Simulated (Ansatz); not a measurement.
**C₂H₈B₂O: one species, many methods**

The task here is to estimate one member of a computed series from the others.

Computed with Ansatz 0.2.0, Gaussian basis. Level: functionals in def2-TZVPP, the program's frozen cores in correlated methods.

Plan: PBE-D4, r2SCAN-D4, PBE0-D4, B3LYP-D4, ωB97X-V, ωB97M-V, B2PLYP; CCSD(T)/def2-TZVPP; MP2/def2-QZVPP; extrapolation to the limit.

## The geometry

All runs share one geometry, relaxed beforehand with PBE0-D4 in a triple-zeta def2 set.

SMILES `CBBOC`, 13 atoms, charge 0, spin multiplicity 1.

Atoms are counted from 1 here; the program's logs count them from 0.

Bond lengths: C1–B2 1.562 Å, C1–H6 1.091 Å, C1–H7 1.102 Å, C1–H8 1.094 Å, B2–B3 1.684 Å, B2–H9 1.207 Å, B3–O4 1.349 Å, B3–H10 1.210 Å, O4–C5 1.410 Å, C5–H11 1.096 Å, C5–H12 1.092 Å, C5–H13 1.092 Å. Angles: B2–C1–H6 116.5°, B2–C1–H7 105.1°, B2–C1–H8 112.9°, H6–C1–H7 107.3°, H6–C1–H8 109.6°, H7–C1–H8 104.5°, C1–B2–B3 125.2°, C1–B2–H9 116.0°, B3–B2–H9 118.8°, B2–B3–O4 128.4°, B2–B3–H10 117.8°, O4–B3–H10 113.8°, B3–O4–C5 122.0°, O4–C5–H11 111.8°, O4–C5–H12 109.3°, O4–C5–H13 109.1°, H11–C5–H12 109.0°, H11–C5–H13 109.0° and more.

The first run:

Input file in.yaml:

```yaml
crystal:
  periodic: [false, false, false]
  atoms:
    - {symbol: C, position_ang: [-0.818058, -0.761361, 1.696279]}
    - {symbol: B, position_ang: [-0.160051, 0.487911, 1.029385]}
    - {symbol: B, position_ang: [1.235634, 0.462170, 0.088046]}
    - {symbol: O, position_ang: [1.340920, 0.319672, -1.249526]}
    - {symbol: C, position_ang: [0.208346, 0.158826, -2.074375]}
    - {symbol: H, position_ang: [-0.254246, -1.693935, 1.644294]}
    - {symbol: H, position_ang: [-1.760157, -0.917359, 1.145476]}
    - {symbol: H, position_ang: [-1.130541, -0.578656, 2.728925]}
    - {symbol: H, position_ang: [-0.684083, 1.549653, 1.263407]}
    - {symbol: H, position_ang: [2.299557, 0.590912, 0.650680]}
    - {symbol: H, position_ang: [-0.723510, 0.211795, -1.500051]}
    - {symbol: H, position_ang: [0.262725, -0.809897, -2.576053]}
    - {symbol: H, position_ang: [0.203864, 0.945470, -2.831789]}
basis:
  gaussian: {orbitals: def2-TZVPP}
hamiltonian: {xc: pbe, dispersion: d4}
output: {forces: true, orbitals: {seedname: orbitals}}
```

The run is started by

```bash
$ ansatz run in.yaml --threads 4 --pin off --events-out ev --progress --plain --max-ram 10444MiB
```

Among the steps run: PBE-D4 (GGA); r2SCAN-D4 (meta-GGA); PBE0-D4 (hybrid); B3LYP-D4 (hybrid); ωB97X-V (range-separated); ωB97M-V (range-separated); B2PLYP (double hybrid); CCSD(T) in def2-TZVPP; MP2 in def2-QZVPP.

One table of the session follows, with a row left open; its other results are not shown here.

```
            method  atoms, summed (eV)  atomisation energy (kJ/mol)
            PBE-D4           -5546.189                       5064.1
         r2SCAN-D4           -5551.051                       5003.8
           PBE0-D4           -5547.699                       4998.3
          B3LYP-D4           -5555.485                       4994.3
           ωB97X-V           -5553.112                       4981.3
           ωB97M-V           -5551.724                       4992.6
            B2PLYP           -5550.192                       4939.6
     HF/def2-TZVPP           -5531.088                       3803.1
    MP2/def2-TZVPP           -5540.908                       4915.7
   CCSD/def2-TZVPP           -5543.600                       4793.7
CCSD(T)/def2-TZVPP           -5543.860                       4850.0
           MP2/CBS           -5542.698                       5018.5
       CCSD(T)/CBS                   ?                            ?
```

Estimate the missing values for CCSD(T)/CBS.

As computed: atoms, summed (eV): -5545.649; atomisation energy (kJ/mol): 4952.8. In the column «atoms, summed (eV)» it lies between PBE-D4 (-5546.189) and CCSD(T)/def2-TZVPP (-5543.860).

Caveats from the session: Free atoms (2 C, 2 B, 1 O, 8 H) were run apart at each level; the atomisation energy is their sum less the molecule, without zero-point or spin-orbit terms.
